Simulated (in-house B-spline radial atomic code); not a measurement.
# Excited states and polarisability of Cu¹¹⁺ by several methods

Aim: excitation energies, oscillator strengths, polarisability and C6 of Cu¹¹⁺ by linear response on several mean fields, with the cost of each.

Program: in-house B-spline radial atomic code version 1. Level of theory: linear response of a closed shell, each method with its own adiabatic kernel; spin-free one-electron X2C, finite nucleus; B-spline basis; no spin-orbit coupling, no double excitations; only terms of natural parity, (−1)^L, with L up to 3 are computed. These are calculated values, not measurements, unless marked.

**1. The atom as given**

- element: copper (Z = 29)
- charge: +11
- configuration: [Ne] 3s2 3p6
- runs: TDHF; PBE; CAM-B3LYP; LC-ωPBE; BLYP; PBE0

Outer shells as boxes (Hund's rule):

Cu¹¹⁺
```
[Ne] core
3s [↑↓]
3p [↑↓][↑↓][↑↓]
```

Rows of excitations, here in order of energy, give L, multiplicity, 0 for full response or 1 for Tamm-Dancoff, hole, particle, weight of that channel, energy (hartree) and multipole strength; threshold is minus the highest occupied level of the method. polarisability lists the dipole (1), quadrupole (2) and octupole (3) values; f_sum adds the dipole strengths of the shells that respond, at most the outer three principal shells; real and imaginary give α at real and imaginary frequencies.

**2. TDHF**

The run's settings:

```ini
Z = 29
electrons = 18.0
configuration = [Ne] 3s2 3p6
hamiltonian = x2c
method = hf
box_radius = 9.07
rms_radius = 3.8823
intervals = 69
```

Started as:

```bash
> python run_td.py task.json out
```

task.json lists these runs, among others, and the program works through them in turn.

From the run's result record (rounded, not every field):

```text
{
  "status": "converged",
  "c6 [hartree bohr^6]": 0.2130985,
  "f_sum": 17.8568,
  "imaginary [hartree, bohr^3]": {
    "u": [0.0, 1.25, 2.91, 4.99, 8.31, 12.5, 18.7, 29.1, 41.6, 62.4, 104.0, 208.0],
    "alpha": [0.268802, 0.239159, 0.165314, 0.102192, 0.0565387, 0.0332282, 0.019021, 0.0100341, 0.00585818, 0.00307787, 0.00128887, 0.0003624]
  },
  "real [hartree, bohr^3]": {"omega": [0.325, 0.811, 1.3, 1.79, 2.27, 2.6, 2.92], "alpha": [0.271119, 0.284018, 0.312369, 0.368133, 0.485412, 0.672338, 1.22093]},
  "excitations": [
    [1, 3, 0, "3p", "3d", 1.0, 2.29586, 0.0],
    [1, 3, 1, "3p", "3d", 1.0, 2.30515, 0.0],
    [3, 3, 0, "3p", "3d", 0.998, 2.36638, 0.0],
    [3, 3, 1, "3p", "3d", 0.999, 2.39501, 0.0],
    [3, 1, 0, "3p", "3d", 1.0, 2.59323, 0.27742],
    [3, 1, 1, "3p", "3d", 1.0, 2.59813, 0.26717],
    [1, 1, 0, "3p", "3d", 0.998, 3.24577, 2.3495],
    [1, 1, 1, "3p", "3d", 0.999, 3.37308, 3.2094],
    [2, 3, 0, "3s", "3d", 0.995, 4.41861, 0.0],
    [2, 3, 1, "3s", "3d", 0.996, 4.42218, 0.0],
    [2, 1, 0, "3s", "3d", 1.0, 4.69025, 0.67902],
    [2, 1, 1, "3s", "3d", 1.0, 4.69613, 0.72788],
    [1, 3, 0, "3p", "4s", 0.993, 6.61505, 0.0],
    [1, 3, 1, "3p", "4s", 0.994, 6.61642, 0.0],
    [1, 1, 0, "3p", "4s", 0.999, 6.68023, 0.37994],
    [1, 1, 1, "3p", "4s", 0.998, 6.6818, 0.35239],
    [0, 3, 0, "3p", "4p", 0.974, 7.08672, 0.0],
    [0, 3, 1, "3p", "4p", 0.975, 7.08907, 0.0],
    [2, 3, 0, "3p", "4p", 0.996, 7.21212, 0.0],
    [2, 3, 1, "3p", "4p", 0.996, 7.21335, 0.0],
    "... 76 more rows left out ..."
  ],
  "polarisability [au]": {"1": 0.2688021, "2": 0.1061325, "3": 0.105537},
  "threshold [hartree]": 13.52779,
  "highest [hartree]": ["3p", -13.52779],
  "lowest_empty [hartree]": -9.654122,
  "responding_from_n": 1,
  "orbital_gaps [hartree]": {"3p-4s": 7.447423, "3p-4p": 8.027627, "3p-3d": 3.873666, "3p-4f": 9.605019}
}
```

Run time: 0.3 s. Hardware: 1 thread of Intel Xeon 6975P-C (Granite Rapids), shared host; peak memory 0.15 GiB.

Lowest ¹P state: 3p→3d ¹P at 88.322 eV, oscillator strength 2.35. α = 0.2688 bohr³.

The states in eV; those that feel the box are left out:

```
   state  weight  full (eV)  Tamm-Dancoff (eV)      f
3p→3d ³P    1.00     62.473             62.726      -
3p→3d ³F    1.00     64.393             65.172      -
3p→3d ¹F    1.00     70.565             70.699      -
3p→3d ¹P    1.00     88.322             91.786   2.35
3s→3d ³D    0.99     120.24             120.33      -
3s→3d ¹D    1.00     127.63             127.79      -
3p→4s ³P    0.99     180.00             180.04      -
3p→4s ¹P    1.00     181.78             181.82  0.380
3p→4p ³S    0.97     192.84             192.90      -
3p→4p ³D    1.00     196.25             196.29      -
3p→4p ¹D    1.00     197.42             197.44      -
3p→4p ¹S    1.00     203.65             204.03      -
3p→4d ³P    0.97     219.58             219.60      -
3p→4d ³F    1.00     220.99             221.00      -
```

**3. PBE**

Changes to the settings of step 2:

```diff
@@ -4,3 +4,3 @@
 hamiltonian = x2c
-method = hf
+method = pbe,pbe
 box_radius = 9.07
```

Results of the run:

```text
{
  "status": "converged",
  "c6 [hartree bohr^6]": 0.2123263,
  "f_sum": 17.8568,
  "excitations": [
    [1, 3, 0, "3p", "3d", 1.0, 2.34194, 0.0],
    [1, 3, 1, "3p", "3d", 1.0, 2.34914, 0.0],
    [3, 3, 0, "3p", "3d", 0.999, 2.36764, 0.0],
    [3, 3, 1, "3p", "3d", 1.0, 2.37526, 0.0],
    [3, 1, 0, "3p", "3d", 1.0, 2.57548, 0.24053],
    [3, 1, 1, "3p", "3d", 1.0, 2.57649, 0.24879],
    [1, 1, 0, "3p", "3d", 0.998, 3.27293, 2.3707],
    [1, 1, 1, "3p", "3d", 0.999, 3.40005, 3.2283],
    "... 88 more rows left out ..."
  ],
  "polarisability [au]": {"1": 0.2672216, "2": 0.1085765, "3": 0.1027563},
  "threshold [hartree]": 12.91593,
  "highest [hartree]": ["3p", -12.91593],
  "lowest_empty [hartree]": -10.3916,
  "orbital_gaps [hartree]": {"3p-4s": 6.496329, "3p-4p": 7.077415, "3p-3d": 2.524332, "3p-4f": 8.641006}
}
```

Run time: 0.3 s. Hardware: 1 thread of Intel Xeon 6975P-C (Granite Rapids), shared host; peak memory 0.15 GiB.

The first dipole-allowed state is 3p→3d ¹P, 89.061 eV (f = 2.37). α = 0.2672 bohr³.

**4. CAM-B3LYP**

Changes to the settings of step 3:

```diff
@@ -4,3 +4,3 @@
 hamiltonian = x2c
-method = pbe,pbe
+method = camb3lyp
 box_radius = 9.07
```

Results of the run:

```text
{
  "status": "converged",
  "c6 [hartree bohr^6]": 0.2125227,
  "f_sum": 17.8568,
  "excitations": [
    [1, 3, 0, "3p", "3d", 1.0, 2.32698, 0.0],
    [1, 3, 1, "3p", "3d", 1.0, 2.33438, 0.0],
    [3, 3, 0, "3p", "3d", 0.999, 2.36496, 0.0],
    [3, 3, 1, "3p", "3d", 1.0, 2.37497, 0.0],
    [3, 1, 0, "3p", "3d", 1.0, 2.56578, 0.24622],
    [3, 1, 1, "3p", "3d", 1.0, 2.56619, 0.25073],
    [1, 1, 0, "3p", "3d", 0.998, 3.26077, 2.3581],
    [1, 1, 1, "3p", "3d", 0.999, 3.38826, 3.2166],
    [2, 3, 0, "3s", "3d", 0.999, 4.12334, 0.0],
    [2, 3, 1, "3s", "3d", 0.999, 4.12613, 0.0],
    [2, 1, 0, "3s", "3d", 0.999, 4.3674, 0.57376],
    [2, 1, 1, "3s", "3d", 0.999, 4.37279, 0.61581],
    [1, 3, 0, "3p", "4s", 0.998, 6.43176, 0.0],
    [1, 3, 1, "3p", "4s", 0.999, 6.43237, 0.0],
    [1, 1, 0, "3p", "4s", 0.999, 6.49599, 0.30413],
    [1, 1, 1, "3p", "4s", 0.999, 6.4977, 0.27548],
    "... 80 more rows left out ..."
  ],
  "polarisability [au]": {"1": 0.2677836, "2": 0.108376, "3": 0.1038811},
  "threshold [hartree]": 13.12394,
  "highest [hartree]": ["3p", -13.12394],
  "lowest_empty [hartree]": -10.18297,
  "orbital_gaps [hartree]": {"3p-4s": 6.76988, "3p-4p": 7.342604, "3p-3d": 2.94097, "3p-4f": 8.921578}
}
```

Wall time 0.5 s (1 thread of Intel Xeon 6975P-C (Granite Rapids), shared host); peak memory 0.15 GiB.

The first dipole-allowed state is 3p→3d ¹P, 88.730 eV (f = 2.36). α = 0.2678 bohr³.

**5. LC-ωPBE**

Changes to the settings of step 4:

```diff
@@ -4,3 +4,3 @@
 hamiltonian = x2c
-method = camb3lyp
+method = lc_wpbe
 box_radius = 9.07
```

Results of the run:

```text
{
  "status": "converged",
  "c6 [hartree bohr^6]": 0.212284,
  "f_sum": 17.8568,
  "excitations": [
    [1, 3, 0, "3p", "3d", 1.0, 2.34772, 0.0],
    [1, 3, 1, "3p", "3d", 1.0, 2.35457, 0.0],
    [3, 3, 0, "3p", "3d", 0.999, 2.37509, 0.0],
    [3, 3, 1, "3p", "3d", 1.0, 2.38242, 0.0],
    [3, 1, 0, "3p", "3d", 1.0, 2.58247, 0.242],
    [3, 1, 1, "3p", "3d", 1.0, 2.58356, 0.25027],
    [1, 1, 0, "3p", "3d", 0.998, 3.27714, 2.3758],
    [1, 1, 1, "3p", "3d", 0.999, 3.40523, 3.2376],
    [2, 3, 0, "3s", "3d", 0.999, 4.07968, 0.0],
    [2, 3, 1, "3s", "3d", 1.0, 4.0823, 0.0],
    [2, 1, 0, "3s", "3d", 0.998, 4.32119, 0.55827],
    [2, 1, 1, "3s", "3d", 0.999, 4.32691, 0.59959],
    [1, 3, 0, "3p", "4s", 0.999, 6.46439, 0.0],
    [1, 3, 1, "3p", "4s", 0.999, 6.46487, 0.0],
    [1, 1, 0, "3p", "4s", 0.999, 6.51429, 0.30757],
    [1, 1, 1, "3p", "4s", 0.999, 6.51607, 0.27475],
    "... 80 more rows left out ..."
  ],
  "polarisability [au]": {"1": 0.2670621, "2": 0.10857, "3": 0.1028324},
  "threshold [hartree]": 13.13318,
  "highest [hartree]": ["3p", -13.13318],
  "lowest_empty [hartree]": -10.17743,
  "orbital_gaps [hartree]": {"3p-4s": 6.891044, "3p-4p": 7.466793, "3p-3d": 2.95575, "3p-4f": 9.027544}
}
```

Wall time 0.5 s (1 thread of Intel Xeon 6975P-C (Granite Rapids), shared host); peak memory 0.15 GiB.

The first dipole-allowed state is 3p→3d ¹P, 89.176 eV (f = 2.38). α = 0.2671 bohr³.

**6. BLYP**

Changes to the settings of step 5:

```diff
@@ -4,3 +4,3 @@
 hamiltonian = x2c
-method = lc_wpbe
+method = b88,lyp
 box_radius = 9.07
```

Results of the run:

```text
{
  "status": "converged",
  "c6 [hartree bohr^6]": 0.2124563,
  "f_sum": 17.8568,
  "excitations": [
    [1, 3, 0, "3p", "3d", 1.0, 2.32971, 0.0],
    [1, 3, 1, "3p", "3d", 1.0, 2.33725, 0.0],
    [3, 3, 0, "3p", "3d", 0.999, 2.35424, 0.0],
    [3, 3, 1, "3p", "3d", 1.0, 2.36244, 0.0],
    [3, 1, 0, "3p", "3d", 1.0, 2.55419, 0.2398],
    [3, 1, 1, "3p", "3d", 1.0, 2.55481, 0.24699],
    [1, 1, 0, "3p", "3d", 0.998, 3.26607, 2.3625],
    [1, 1, 1, "3p", "3d", 0.999, 3.39346, 3.2207],
    "... 88 more rows left out ..."
  ],
  "polarisability [au]": {"1": 0.267531, "2": 0.1090364, "3": 0.1038638},
  "threshold [hartree]": 12.90952,
  "highest [hartree]": ["3p", -12.90952],
  "lowest_empty [hartree]": -10.39261,
  "orbital_gaps [hartree]": {"3p-4s": 6.417514, "3p-4p": 6.989363, "3p-3d": 2.516907, "3p-4f": 8.566725}
}
```

Wall time 0.3 s (1 thread of Intel Xeon 6975P-C (Granite Rapids), shared host); peak memory 0.15 GiB.

The first dipole-allowed state is 3p→3d ¹P, 88.874 eV (f = 2.36). α = 0.2675 bohr³.

**7. PBE0**

Changes to the settings of step 6:

```diff
@@ -4,3 +4,3 @@
 hamiltonian = x2c
-method = b88,lyp
+method = pbe0
 box_radius = 9.07
```

Results of the run:

```text
{
  "status": "converged",
  "c6 [hartree bohr^6]": 0.2123515,
  "f_sum": 17.8568,
  "excitations": [
    [1, 3, 0, "3p", "3d", 1.0, 2.33498, 0.0],
    [1, 3, 1, "3p", "3d", 1.0, 2.34235, 0.0],
    [3, 3, 0, "3p", "3d", 0.999, 2.37303, 0.0],
    [3, 3, 1, "3p", "3d", 1.0, 2.384, 0.0],
    [3, 1, 0, "3p", "3d", 1.0, 2.5865, 0.24942],
    [3, 1, 1, "3p", "3d", 1.0, 2.58704, 0.2535],
    [1, 1, 0, "3p", "3d", 0.998, 3.26691, 2.3656],
    [1, 1, 1, "3p", "3d", 0.999, 3.39394, 3.2229],
    [2, 3, 0, "3s", "3d", 0.999, 4.15718, 0.0],
    [2, 3, 1, "3s", "3d", 0.999, 4.16001, 0.0],
    [2, 1, 0, "3s", "3d", 0.999, 4.40505, 0.58233],
    [2, 1, 1, "3s", "3d", 0.999, 4.41064, 0.62485],
    "... 84 more rows left out ..."
  ],
  "polarisability [au]": {"1": 0.2674767, "2": 0.1077466, "3": 0.1029808},
  "threshold [hartree]": 13.08437,
  "highest [hartree]": ["3p", -13.08437],
  "lowest_empty [hartree]": -10.21888,
  "orbital_gaps [hartree]": {"3p-4s": 6.748758, "3p-4p": 7.330801, "3p-3d": 2.865488, "3p-4f": 8.899508}
}
```

It took 0.4 s on 1 thread of Intel Xeon 6975P-C (Granite Rapids), shared host; peak memory 0.15 GiB.

The first dipole-allowed state is 3p→3d ¹P, 88.897 eV (f = 2.37). α = 0.2675 bohr³.

**8. All runs together**

| run | threshold (eV) | 3p→3d ¹P (eV) | 3p→3d ³P, Tamm-Dancoff (eV) | α (bohr³) | C6 (hartree bohr⁶) | time |
| --- | --- | --- | --- | --- | --- | --- |
| TDHF | 368.11 | 88.322 | 62.726 | 0.2688 | 0.2131 | 0.3 s |
| PBE | 351.46 | 89.061 | 63.923 | 0.2672 | 0.2123 | 0.3 s |
| CAM-B3LYP | 357.12 | 88.730 | 63.522 | 0.2678 | 0.2125 | 0.5 s |
| LC-ωPBE | 357.37 | 89.176 | 64.071 | 0.2671 | 0.2123 | 0.5 s |
| BLYP | 351.29 | 88.874 | 63.600 | 0.2675 | 0.2125 | 0.3 s |
| PBE0 | 356.04 | 88.897 | 63.738 | 0.2675 | 0.2124 | 0.4 s |

**Reading.** α runs from 0.267 (LC-ωPBE) to 0.269 bohr³ (TDHF). The semilocal functionals put the threshold at 351.29 to 351.46 eV, under Hartree-Fock's 368.11 eV, through self-interaction. Spin-orbit coupling, absent here, splits and mixes these terms strongly in an ion this highly charged, so they need not match single real levels.
